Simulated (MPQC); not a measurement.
# SiH4 (SMILES [H][Si]([H])([H])[H]): a chain of runs

We compute a series of 10 runs (MP2/STO-3G, MP2/3-21G, ZAPT2/3-21G, MP2/6-31G, ZAPT2/6-31G, MP2/6-31G*, MP2/6-31G**, ZAPT2/6-31G**, and more) of H4Si and its partners. 

Program for the calculation: MPQC 2.3.1.

3 further runs of the same task are left out: 3 set aside as unsound or not needed. Runs told in other sessions of the task aren't counted.

**1. Starting point**

SiH4 has 5 atoms, charge 0, and is taken as a singlet. As SMILES, `[H][Si]([H])([H])[H]`. Geometry: relaxed at GFN2-xTB.

Bond lengths: Si1–H2 1.461 Å, Si1–H3 1.461 Å, Si1–H4 1.461 Å, Si1–H5 1.461 Å. Angles: H2–Si1–H3 109.5°, H2–Si1–H4 109.5°, H2–Si1–H5 109.5°, H3–Si1–H4 109.5°, H3–Si1–H5 109.5°, H4–Si1–H5 109.5°.

**2. The energy at MP2/STO-3G (run 1)**

input.in

```
molecule<Molecule>: (
  symmetry = c1
  unit = bohr
  { atoms geometry } = {
    Si [ 0.00011338  -0.00007559   0.00017008 ]
    H  [ 0.02135391  -0.03671738   2.76066310 ]
    H  [ 2.59544435   0.02127832  -0.94063008 ]
    H  [ -1.31634542   2.26143525  -0.88008325 ]
    H  [ -1.30056621  -2.24592060  -0.94011985 ]
  }
)
basis<GaussianBasisSet>: (
  name = "STO-3G"
  molecule = $:molecule
  basisdir = "."
  puream = yes
)
mpqc: (
  checkpoint = no
  savestate = no
  restart = no
  do_energy = yes
  do_gradient = no
  optimize = no
  mole<MBPT2>: (
    molecule = $:molecule
    basis = $:basis
    memory = 1000000000
    method = mp
    nfzc = 5
    reference<CLHF>: (
      molecule = $:molecule
      basis = $:basis
      total_charge = 0
      memory = 1000000000
      print_evals = yes
      maxiter = 70
      value_accuracy = 1e-08
      guess_wavefunction<CLHF>: (
        molecule = $:molecule
        total_charge = 0
        memory = 1000000000
        value_accuracy = 1e-3
        basis<GaussianBasisSet>: (
          name = "STO-3G"
          molecule = $:molecule
        )
      )
    )
  )
)
```

The basis set STO-3G is read from a file made from the Basis Set Exchange's data (not shown).

Command:

```bash
$ mpqc -o input.out input.in
```

Standard output:

```text
MPQC: Massively Parallel Quantum Chemistry
[...]
  LUMO is    10   A =   0.539663
  total scf energy = -287.9139840303
[...]
  MP2 correlation energy [au]:         -0.045057625488
  MP2 energy [au]:                   -287.959041655802
Value of the MolecularEnergy: -287.9590416558
[...]
        symmetry = c1
[...]
```

Run time: 0.1 s. Hardware: 1 thread of Arm Neoverse V2, shared host.

**3. A single-point energy at MP2/3-21G (run 2)**

input.in: that of step 2 with these lines changed.

```diff
@@ -12,3 +12,3 @@
 basis<GaussianBasisSet>: (
-  name = "STO-3G"
+  name = "3-21G"
   molecule = $:molecule
```

The basis set 3-21G is read from a file made from the Basis Set Exchange's data (not shown).

Command:

```bash
$ mpqc -o input.out input.in
```

Standard output:

```text
MPQC: Massively Parallel Quantum Chemistry
[...]
  LUMO is    10   A =   0.186565
  total scf energy = -289.6859928974
[...]
  MP2 correlation energy [au]:         -0.062468125585
  MP2 energy [au]:                   -289.748461022959
Value of the MolecularEnergy: -289.7484610230
[...]
        symmetry = c1
[...]
```

Run time: 0.16 s. Hardware: 1 thread of Arm Neoverse V2, shared host.

Runs 3 to 9 aren't shown in full; the table further down has their settings and results.

**4. The Si atom: the energy at ZAPT2/6-311G(d,p) (run 10)**

input.in

```
molecule<Molecule>: (
  symmetry = c1
  unit = bohr
  { atoms geometry } = {
    Si [ 0.00000000   0.00000000   0.00000000 ]
  }
)
basis<GaussianBasisSet>: (
  name = "6-311G**"
  molecule = $:molecule
  basisdir = "."
  puream = yes
)
mpqc: (
  checkpoint = no
  savestate = no
  restart = no
  do_energy = yes
  do_gradient = no
  optimize = no
  mole<MBPT2>: (
    molecule = $:molecule
    basis = $:basis
    memory = 1000000000
    method = zapt
    nfzc = 5
    reference<HSOSHF>: (
      molecule = $:molecule
      basis = $:basis
      total_charge = 0
      multiplicity = 3
      memory = 1000000000
      print_evals = yes
      maxiter = 70
      value_accuracy = 1e-08
      guess_wavefunction<HSOSHF>: (
        molecule = $:molecule
        total_charge = 0
        multiplicity = 3
        memory = 1000000000
        value_accuracy = 1e-3
        basis<GaussianBasisSet>: (
          name = "STO-3G"
          molecule = $:molecule
        )
        guess_wavefunction<ExtendedHuckelWfn>: (
          molecule = $:molecule
          total_charge = 0
          multiplicity = 3
          basis<GaussianBasisSet>: (
            name = "STO-3G"
            molecule = $:molecule
          )
        )
      )
    )
  )
)
```

The basis set 6-311G** is read from a file made from the Basis Set Exchange's data (not shown).

Run the same way, it converges to -288.89094 Eh (log not shown).

**5. All runs side by side**

```tsv
run	level	starting guess	partner	energy (Eh)	HOMO energy (eV)	LUMO energy (eV)	HOMO–LUMO gap (eV)	wall time
1	MP2/STO-3G	STO-3G	base	-287.959042	-11.59	14.68	26.27	0.1 s
2	MP2/3-21G	STO-3G	base	-289.748461	-13.26	5.08	18.34	0.16 s
3	ZAPT2/3-21G	ROHF/STO-3G from Hueckel	atoms	-287.359602	–	–	–	0.1 s
4	MP2/6-31G	STO-3G	base	-291.233266	-13.21	4.64	17.85	0.22 s
5	ZAPT2/6-31G	ROHF/STO-3G from Hueckel	atoms	-288.842893	–	–	–	0.12 s
6	MP2/6-31G* (spherical functions)	STO-3G	base	-291.304879	-13.28	4.60	17.88	0.3 s
7	MP2/6-31G** (spherical functions)	STO-3G	base	-291.337700	-13.25	4.60	17.85	0.66 s
8	ZAPT2/6-31G** (spherical functions)	ROHF/STO-3G from Hueckel	atoms	-288.869634	–	–	–	0.12 s
9	MP2/6-311G**	STO-3G	base	-291.371648	-13.29	3.77	17.07	2.5 s
10	ZAPT2/6-311G**	ROHF/STO-3G from Hueckel	atoms	-288.890944	–	–	–	0.14 s
```

**6. Results**

| quantity | value |
| --- | --- |
| Si atom, run 10: total energy | -288.89094 Eh |
| Si atom, run 10: correlation energy (5 core orbitals frozen) | -43.3 mEh |

In words: In run 1 the basis is minimal, so the values are rough. All runs together took 4.4 s, the longest 2.5 s.
